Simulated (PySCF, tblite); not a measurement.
# BBrGeH₄O: infrared bands, NMR shifts, spin-spin couplings, electronic excitations, core binding energies and K edges in gas and solvents, part 2 of 2

tblite 0.8.0 and PySCF 2.14.0. Atoms count from 0.

## Step 9: Core holes by ΔSCF: SCAN, X2C

Job settings and geometry (Å):

```
{"job": {"kind": "xps"}, "charge": 0, "multiplicity": 1}
Ge    -0.676519     0.287088    -0.052734
O      0.873538     0.280047     0.900983
B      2.029117    -0.295845     0.599113
Br     2.251937    -1.289816    -1.062213
H     -1.134006    -1.167439    -0.206717
H     -0.397568     0.974779    -1.393413
H     -1.614988     1.104712     0.840348
H      2.985013    -0.234148     1.330018
```

With the program's defaults for keys left out, this is: delta-SCF UKS SCAN, pcX-2 on the ionised atom, pcseg-1 elsewhere, spin-free X2C.

Standard output:

```text
ground state, core basis on atom 1 (O), 133 functions
  cycle   1  E = -4795.09445379  |g| = 8.21e-01
  cycle   2  E = -4794.46282047  |g| = 1.93e+00
  cycle   3  E = -4795.20061750  |g| = 1.97e-01
  cycle   4  E = -4795.20964206  |g| = 7.51e-02
  cycle   5  E = -4795.21134132  |g| = 2.06e-02
  cycle   6  E = -4795.21145789  |g| = 7.71e-03
  cycle   7  E = -4795.21148123  |g| = 1.44e-03
  cycle   8  E = -4795.21147967  |g| = 2.99e-04
  E(ground) = -4795.48913804 Eh
hole in O 1s of atom 1
  cycle   1  E = -4774.58178664  |g| = 2.23e+00
  cycle   2  E = -4773.66985916  |g| = 2.39e+00
  cycle   3  E = -4775.24391287  |g| = 5.52e-01
  cycle   4  E = -4775.26100325  |g| = 4.89e-01
  cycle   5  E = -4775.42172832  |g| = 7.67e-02
  cycle   6  E = -4775.42450421  |g| = 1.74e-02
  cycle   7  E = -4775.42464637  |g| = 4.72e-03
  cycle   8  E = -4775.42466255  |g| = 1.07e-03
  cycle   9  E = -4775.42466555  |g| = 3.81e-04
  E(ion) = -4775.70216786 Eh   <S^2> = 0.7629   hole on atom = 1.000   binding energy = 538.431 eV
ground state, core basis on atom 2 (B), 133 functions
  cycle   1  E = -4795.17314421  |g| = 1.22e-01
  cycle   2  E = -4795.16474069  |g| = 2.38e-01
  cycle   3  E = -4795.17546080  |g| = 1.96e-02
  cycle   4  E = -4795.17550905  |g| = 1.29e-02
  cycle   5  E = -4795.17556314  |g| = 1.04e-03
  cycle   6  E = -4795.17556688  |g| = 1.66e-04
  E(ground) = -4795.45771118 Eh
hole in B 1s of atom 2
  cycle   1  E = -4787.50286297  |g| = 1.17e+00
  cycle   2  E = -4785.50595912  |g| = 2.08e+00
  cycle   3  E = -4787.76184155  |g| = 4.82e-01
  cycle   4  E = -4787.78810438  |g| = 4.88e-01
  cycle   5  E = -4787.90003223  |g| = 1.82e-01
  cycle   6  E = -4787.91459894  |g| = 3.76e-02
  cycle   7  E = -4787.91526281  |g| = 1.81e-02
  cycle   8  E = -4787.91553191  |g| = 5.09e-03
  cycle   9  E = -4787.91556938  |g| = 3.61e-03
  cycle  10  E = -4787.91559028  |g| = 1.59e-03
  cycle  11  E = -4787.91559417  |g| = 5.16e-04
  cycle  12  E = -4787.91559442  |g| = 1.27e-04
  E(ion) = -4788.19531664 Eh   <S^2> = 0.8085   hole on atom = 1.000   binding energy = 197.620 eV
```

It took 16 s on 1 thread of Arm Neoverse N1, shared host; peak memory 0.4 GiB.

Binding energies by hole, beside the orbital energy of the ground state; the difference holds orbital relaxation and, for a density functional, its self-interaction error:

```tsv
hole	stands for	environment	ΔSCF (eV)	−ε (eV)	⟨S²⟩
O1s on O1	O1	oxygen bonded to B, Ge	538.43	517.3	0.763
B1s on B2	B2	boron bonded to Br, O, H	197.62	181.9	0.809
```

## Step 10: Nuclear shieldings: PBE0/pcSseg-1 in chloroform

The job, as its differences from that of step 9:

```diff
@@ -1,2 +1,2 @@
-{"job": {"kind": "xps"}, "charge": 0, "multiplicity": 1}
+{"job": {"kind": "nmr", "xc": "PBE0", "basis": "pcSseg-1", "solvent": "chloroform", "pop": true}, "charge": 0, "multiplicity": 1}
 Ge    -0.676519     0.287088    -0.052734
```

With the program's defaults for keys left out, this is: GIAO PBE0/pcSseg-1 NMR shielding, non-relativistic, IEF-PCM chloroform.

Standard output:

```text
coarse grid: 35000 points
cycle   1  E = -4752.4206204765  dE = -1.594e+00  |g| = 1.277e+00  |ddm| = 2.686e+00
cycle   2  E = -4752.1776366454  dE =  2.430e-01  |g| = 1.584e+00  |ddm| = 1.382e+00
cycle   3  E = -4752.5210775806  dE = -3.434e-01  |g| = 4.073e-01  |ddm| = 1.114e+00
cycle   4  E = -4752.5496816947  dE = -2.860e-02  |g| = 9.881e-02  |ddm| = 2.667e-01
cycle   5  E = -4752.5505336403  dE = -8.519e-04  |g| = 1.803e-02  |ddm| = 5.657e-02
cycle   6  E = -4752.5505606578  dE = -2.702e-05  |g| = 2.566e-03  |ddm| = 7.860e-03
cycle   7  E = -4752.5505611189  dE = -4.611e-07  |g| = 6.068e-04  |ddm| = 2.271e-03
final grid: 70016 points
cycle   8  E = -4752.5505358181  dE = -2.904e-08  |g| = 6.513e-04  |ddm| = 1.307e-03
cycle   9  E = -4752.5505357916  dE =  2.644e-08  |g| = 7.704e-04  |ddm| = 1.030e-03
cycle  10  E = -4752.5505358734  dE = -8.178e-08  |g| = 1.735e-04  |ddm| = 5.311e-04
cycle  11  E = -4752.5505358784  dE = -4.983e-09  |g| = 8.701e-06  |ddm| = 1.065e-04
cycle  12  E = -4752.5505358784  dE = -2.910e-11  |g| = 2.723e-06  |ddm| = 1.134e-05
converged SCF energy = -4752.5505358784

GIAO shielding tensors (ppm)
atom      isotropic    diamagn.    paramagn.     s11        s22        s33       span
  0 Ge    1415.009    2756.165   -1341.156   1323.073   1330.164   1591.791    268.718
  1 O      134.110     399.737    -265.626    -40.297    126.725    315.902    356.199
  2 B       59.390     191.878    -132.487     41.375     50.946     85.851     44.476
  3 Br    2254.872    3126.658    -871.786   1695.998   2370.568   2698.049   1002.051
  4 H       25.792      28.126      -2.334     19.184     23.013     35.178     15.994
  5 H       25.790      28.057      -2.267     19.190     22.986     35.194     16.004
  6 H       26.020      27.392      -1.372     19.606     21.482     36.971     17.365
  7 H       25.396      27.090      -1.694     21.494     24.023     30.671      9.177
```

Run time: 24 s. Hardware: 1 thread of Arm Neoverse N1, shared host; peak memory 0.82 GiB.

This run: σ Ge0 1415, O1 134.1, B2 59.4, Br3 2255, H7 25.40, H4 25.87 ppm (means over like atoms).

## Step 11: Nuclear shieldings: PBE0/pcSseg-1 in dichloromethane

The job, as its differences from that of step 10:

```diff
@@ -1,2 +1,2 @@
-{"job": {"kind": "nmr", "xc": "PBE0", "basis": "pcSseg-1", "solvent": "chloroform", "pop": true}, "charge": 0, "multiplicity": 1}
+{"job": {"kind": "nmr", "xc": "PBE0", "basis": "pcSseg-1", "solvent": "dichloromethane", "pop": false}, "charge": 0, "multiplicity": 1}
 Ge    -0.676519     0.287088    -0.052734
```

Method: GIAO PBE0/pcSseg-1 NMR shielding, non-relativistic, IEF-PCM dichloromethane.

Standard output:

```text
coarse grid: 35000 points
cycle   1  E = -4752.4214370704  dE = -1.595e+00  |g| = 1.276e+00  |ddm| = 2.686e+00
cycle   2  E = -4752.1828771349  dE =  2.386e-01  |g| = 1.577e+00  |ddm| = 1.376e+00
cycle   3  E = -4752.5222376961  dE = -3.394e-01  |g| = 4.034e-01  |ddm| = 1.105e+00
cycle   4  E = -4752.5501626749  dE = -2.792e-02  |g| = 9.808e-02  |ddm| = 2.620e-01
cycle   5  E = -4752.5509966400  dE = -8.340e-04  |g| = 1.771e-02  |ddm| = 5.582e-02
cycle   6  E = -4752.5510232219  dE = -2.658e-05  |g| = 2.504e-03  |ddm| = 7.765e-03
cycle   7  E = -4752.5510236788  dE = -4.569e-07  |g| = 5.936e-04  |ddm| = 2.235e-03
final grid: 70016 points
cycle   8  E = -4752.5509983478  dE = -2.863e-08  |g| = 6.320e-04  |ddm| = 1.270e-03
cycle   9  E = -4752.5509983214  dE =  2.639e-08  |g| = 7.511e-04  |ddm| = 1.004e-03
cycle  10  E = -4752.5509984034  dE = -8.197e-08  |g| = 1.701e-04  |ddm| = 5.228e-04
cycle  11  E = -4752.5509984082  dE = -4.778e-09  |g| = 8.450e-06  |ddm| = 1.035e-04
cycle  12  E = -4752.5509984082  dE = -2.456e-11  |g| = 3.082e-06  |ddm| = 1.113e-05
converged SCF energy = -4752.5509984082

GIAO shielding tensors (ppm)
atom      isotropic    diamagn.    paramagn.     s11        s22        s33       span
  0 Ge    1414.053    2756.162   -1342.108   1322.191   1328.670   1591.299    269.107
  1 O      133.985     399.843    -265.858    -40.366    125.450    316.870    357.236
  2 B       59.469     191.890    -132.422     41.286     51.298     85.823     44.537
  3 Br    2258.472    3126.677    -868.206   1701.086   2373.627   2700.702    999.616
  4 H       25.780      28.107      -2.327     19.174     23.001     35.165     15.992
  5 H       25.778      28.039      -2.260     19.180     22.975     35.181     16.001
  6 H       26.002      27.366      -1.364     19.583     21.466     36.956     17.374
  7 H       25.402      27.087      -1.685     21.492     24.044     30.670      9.178
```

It took 21 s on 1 thread of Arm Neoverse N1, shared host; peak memory 0.81 GiB.

This run: σ Ge0 1414, O1 134.0, B2 59.5, Br3 2258, H7 25.40, H4 25.85 ppm (means over like atoms).

## Step 12: TDDFT and polarisability: CAM-B3LYP/def2-SVPD in chloroform

The job, as its differences from that of step 11:

```diff
@@ -1,2 +1,2 @@
-{"job": {"kind": "nmr", "xc": "PBE0", "basis": "pcSseg-1", "solvent": "dichloromethane", "pop": false}, "charge": 0, "multiplicity": 1}
+{"job": {"kind": "uv", "xc": "CAM-B3LYP", "basis": "def2-SVPD", "solvent": "chloroform", "nstates": 6, "ntriplets": 0}, "charge": 0, "multiplicity": 1}
 Ge    -0.676519     0.287088    -0.052734
```

With the program's defaults for keys left out, this is: TDDFT CAM-B3LYP/def2-SVPD, vertical, IEF-PCM chloroform (non-equilibrium linear response), core orbitals frozen in the response.

Standard output:

```text
coarse grid: 35000 points
cycle   1  E = -4753.1879076067  dE = -1.402e+00  |g| = 7.904e-01  |ddm| = 3.419e+00
cycle   2  E = -4753.0831226841  dE =  1.048e-01  |g| = 1.117e+00  |ddm| = 1.955e+00
cycle   3  E = -4753.2941312146  dE = -2.110e-01  |g| = 1.085e-01  |ddm| = 1.220e+00
cycle   4  E = -4753.2961970965  dE = -2.066e-03  |g| = 3.676e-02  |ddm| = 1.941e-01
cycle   5  E = -4753.2963708288  dE = -1.737e-04  |g| = 5.441e-03  |ddm| = 3.641e-02
cycle   6  E = -4753.2963785931  dE = -7.764e-06  |g| = 1.073e-03  |ddm| = 1.068e-02
final grid: 70016 points
cycle   7  E = -4753.2963327074  dE = -3.600e-07  |g| = 8.383e-04  |ddm| = 4.899e-03
cycle   8  E = -4753.2963327410  dE = -3.359e-08  |g| = 8.787e-04  |ddm| = 2.180e-03
cycle   9  E = -4753.2963328907  dE = -1.497e-07  |g| = 1.358e-04  |ddm| = 1.107e-03
cycle  10  E = -4753.2963328950  dE = -4.333e-09  |g| = 4.218e-05  |ddm| = 2.191e-04
cycle  11  E = -4753.2963328957  dE = -6.730e-10  |g| = 1.509e-05  |ddm| = 9.407e-05
converged SCF energy = -4753.2963328957

Static polarisability (au): isotropic 83.680, principal 71.320 82.231 97.487

Singlet excitations
state   eV       nm        f      main configurations
  1   6.4424    192.5   0.00080   H->L 0.93
  2   6.7534    183.6   0.00019   H-2->L 0.92
  3   7.1609    173.1   0.07832   H-1->L 0.91
  4   7.6111    162.9   0.09554   H->L+2 0.38, H->L+1 0.38, H->L+3 0.15
  5   7.6930    161.2   0.06511   H-2->L+1 0.32, H->L+1 0.27, H->L+2 0.17
  6   7.8679    157.6   0.04026   H-1->L+1 0.68, H-3->L+1 0.15
```

Run time: 32 s. Hardware: 1 thread of Arm Neoverse N1, shared host; peak memory 0.84 GiB.

In short: HOMO -9.68 eV, LUMO 0.60 eV; lowest singlet 6.44 eV.

## Step 13: Core excitations: BHandHLYP/def2-SVPD+aug-pcX-1+pcseg-1

The job, as its differences from that of step 12:

```diff
@@ -1,2 +1,2 @@
-{"job": {"kind": "uv", "xc": "CAM-B3LYP", "basis": "def2-SVPD", "solvent": "chloroform", "nstates": 6, "ntriplets": 0}, "charge": 0, "multiplicity": 1}
+{"job": {"kind": "xas", "xc": "BHandHLYP", "basis": {"default": "aug-pcX-1", "H": "pcseg-1", "Ge": "def2-SVPD", "Br": "def2-SVPD"}}, "charge": 0, "multiplicity": 1}
 Ge    -0.676519     0.287088    -0.052734
```

Method: core-valence-separated TDA BHandHLYP/aug-pcX-1 H:pcseg-1 Ge:def2-SVPD Br:def2-SVPD, K edges, non-relativistic, gas phase.

Standard output:

```text
coarse grid: 35000 points
cycle   1  E = -4752.9813622003  dE = -1.425e+00  |g| = 7.065e-01  |ddm| = 3.047e+00
cycle   2  E = -4752.9243951853  dE =  5.697e-02  |g| = 9.314e-01  |ddm| = 1.432e+00
cycle   3  E = -4753.0684537390  dE = -1.441e-01  |g| = 8.247e-02  |ddm| = 8.729e-01
cycle   4  E = -4753.0697140667  dE = -1.260e-03  |g| = 3.496e-02  |ddm| = 1.419e-01
cycle   5  E = -4753.0698999837  dE = -1.859e-04  |g| = 4.122e-03  |ddm| = 3.061e-02
cycle   6  E = -4753.0699040979  dE = -4.114e-06  |g| = 5.354e-04  |ddm| = 6.929e-03
final grid: 70016 points
cycle   7  E = -4753.0698773271  dE = -1.543e-07  |g| = 2.896e-04  |ddm| = 1.859e-03
cycle   8  E = -4753.0698773426  dE = -1.545e-08  |g| = 2.286e-04  |ddm| = 6.469e-04
cycle   9  E = -4753.0698773525  dE = -9.912e-09  |g| = 3.712e-05  |ddm| = 2.477e-04
cycle  10  E = -4753.0698773529  dE = -4.129e-10  |g| = 2.121e-05  |ddm| = 7.561e-05
converged SCF energy = -4753.0698773529

B K edge
   eV          f      from atoms
  188.314   0.09010   B2
  191.830   0.05165   B2
  192.408   0.00463   B2
  193.066   0.00750   B2
  193.593   0.01237   B2
  193.774   0.00479   B2
  193.835   0.00115   B2
  194.463   0.00167   B2

O K edge
   eV          f      from atoms
  531.450   0.02557   O1
  532.090   0.02128   O1
  534.064   0.00306   O1
  534.830   0.00439   O1
  534.934   0.00688   O1
  535.217   0.00155   O1
  535.444   0.00302   O1
  535.704   0.00232   O1
```

Wall time 16 s (1 thread of Arm Neoverse N1, shared host); peak memory 0.65 GiB.

## Step 14: Run by run: NMR shifts

Shifts (ppm), means over like atoms, with basis size and wall time:

```tsv
run	H7	H4	Ge0	O1	B2	functions	time
PBE0/pcSseg-1	5.90	5.32	-90	199.0	41.8	136	25 s
mPW1PW91/pcSseg-2	5.95	5.32	-91	195.2	43.4	254	58 s
PBE0/pcSseg-1 in chloroform	5.85	5.38	-85	206.9	41.8	136	24 s
PBE0/pcSseg-1 in dichloromethane	5.84	5.39	-85	208.1	41.8	136	21 s
```

The continuum's effect on the ground state:

```tsv
solvent	ε	polarisation energy (Eh)	μ (D)
chloroform	4.71	-0.0027	2.59
dichloromethane	8.93	-0.0032	2.66
```

## Step 15: Side by side: electronic excitations

Excitations and ground-state properties, with basis size and wall time:

```tsv
run	lowest singlet (eV)	brightest (eV)	f	gap (eV)	α (Å³)	μ (D)	functions	time
CAM-B3LYP/def2-SVPD	6.39	7.55	0.096	10.09	10.14	2.22	154	3 min
CAM-B3LYP/def2-SVPD in chloroform	6.44	7.61	0.096	10.28	12.40	2.62	154	32 s
```

## Step 16: Outcome

This closing draws on all 2 parts.

```
                                                              quantity                                                  value
                             strongest single infrared mode (GFN2-xTB)                                  1323 cm⁻¹, 627 km/mol
                                          zero-point energy (GFN2-xTB)                                          24.4 kcal/mol
                                                           point group                                                     Cs
                                  rotational constants (main isotopes)                                   7.69, 1.03, 0.92 GHz
1H shifts against TMS (PBE0/pcSseg-1, means over atoms taken as alike)                                         5.90, 5.32 ppm
                             73Ge shifts against GeMe4 (PBE0/pcSseg-1)                                                -90 ppm
                                17O shifts against H2O (PBE0/pcSseg-1)                                              199.0 ppm
                           11B shifts against BF3·OEt2 (PBE0/pcSseg-1)                                               41.8 ppm
                               79Br shifts against HBr (PBE0/pcSseg-1)                                                351 ppm
                  largest coupling of the table (B3LYP/pcSseg-1+pcJ-1)                                1J(B,H) B2–H7, 216.9 Hz
                                  lowest singlet (CAM-B3LYP/def2-SVPD)                            6.39 eV (194 nm), f = 0.001
                              brightest single state of those computed                            state 4, 7.55 eV, f = 0.096
                                                        lowest triplet                                                6.05 eV
                                     vertical ionisation energy (ΔSCF)                                               10.72 eV
                                      O1s binding energies, SCAN/pcX-2                                           O1 538.43 eV
                                      B1s binding energies, SCAN/pcX-2                                           B2 197.62 eV
                                                              B K edge  first line 188.31 eV, strongest 188.31 eV (f = 0.090)
                                                              O K edge  first line 531.45 eV, strongest 531.45 eV (f = 0.026)
                         range of the shift of O1 (PBE0/pcSseg-1 runs)                                     199.0 to 208.1 ppm
                                           range of the lowest singlet                                        6.39 to 6.44 eV
```

All 18 modes are real, so the xTB geometry is a minimum. The strongest single mode, at 1323 cm⁻¹, moves mainly B2 and O1. Unscaled tight-binding wavenumbers are off by several per cent, some by more. Its intensities can rank the bands wrongly. Over 15 steps the energy fell by 0.192 eV; of the close pairs, Ge0–O1 changed most, 1.743 to 1.820 Å (PBE0/def2-SVP). No frequency check was run at this level, so the end point may be a saddle. In the run at B3LYP/pcSseg-1+pcJ-1, the largest coupling of the table is B2–H7, 216.9 Hz, of which the Fermi-contact term gives 215.9 Hz. The orbital energy would give 9.61 eV for ionisation, ΔSCF gives 10.72 eV. Absolute edge energies from this method are off by several eV; spacings are better. At one level, PBE0/pcSseg-1: Among the atoms with a shift in every run: Across the 3 runs the shift of O1 moves most, between 199.0 (PBE0/pcSseg-1) and 208.1 ppm (PBE0/pcSseg-1 in dichloromethane). Most of that comes from the computed reference, not from the atom's own shielding. The continuum holds electrostatics alone: no hydrogen bonds to the solvent, and the gas-phase geometry is kept. Spin-orbit coupling is left out, which matters for shieldings and couplings at and beside the heavy atoms.
